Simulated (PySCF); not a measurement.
# HO2Pb (Pb(O)(OH)+): the cost of one run

Method: PBE0, Pb def2-SVP with ECP60, O def2-SVP, H def2-SVP; scalar-relativistic core potentials, no spin–orbit coupling; program: PySCF 2.14.0.

1 further run of the same task is left out (for a known fault of the program).

### 1 The system as given

4 atoms, charge 1, spin multiplicity 1.

Bond lengths: Pb1–O2 1.613 Å, Pb1–O3 1.918 Å, O3–H4 0.966 Å. Angles: O2–Pb1–O3 131.8°, Pb1–O3–H4 158.8°.

Geometry (Å):

```
Pb    0.0000    0.0000    0.0000
O     1.4725    0.0000    0.6590
O    -1.7510    0.0000    0.7836
H    -2.7106    0.0906    0.8427
```

Formal oxidation states: Pb +4.

### 2 SCF at the start, singlet

run.py (the lines that set the calculation) reads:

```python
mol = gto.M(atom='''
Pb     0.00000     0.00000     0.00000
O      1.47250     0.00000     0.65900
O     -1.75100     0.00000     0.78360
H     -2.71060     0.09060     0.84270''',
    basis={'Pb': 'def2-SVP', 'O': 'def2-SVP', 'H': 'def2-SVP'},
    ecp={'Pb': 'def2-SVP'},
    charge=1, spin=0)
mf = dft.RKS(mol, xc='PBE0')
mf.grids.atom_grid = (50, 194)
mf = mf.density_fit()  # fitting sets: Pb def2-universal-JKFIT, O def2-universal-JKFIT, H def2-universal-JKFIT
mf.conv_tol = 1e-08; mf.max_cycle = 55
mf.kernel(dm0)  # dm0: free metal ions and neutral atoms
```

Command:

```console
OMP_NUM_THREADS=2 python run.py
```

**Question.** How long does this run take on 2 threads of Arm Neoverse N1, shared host, and how much memory does it need?

About 1.8 s, with a peak of 0.29 GiB.
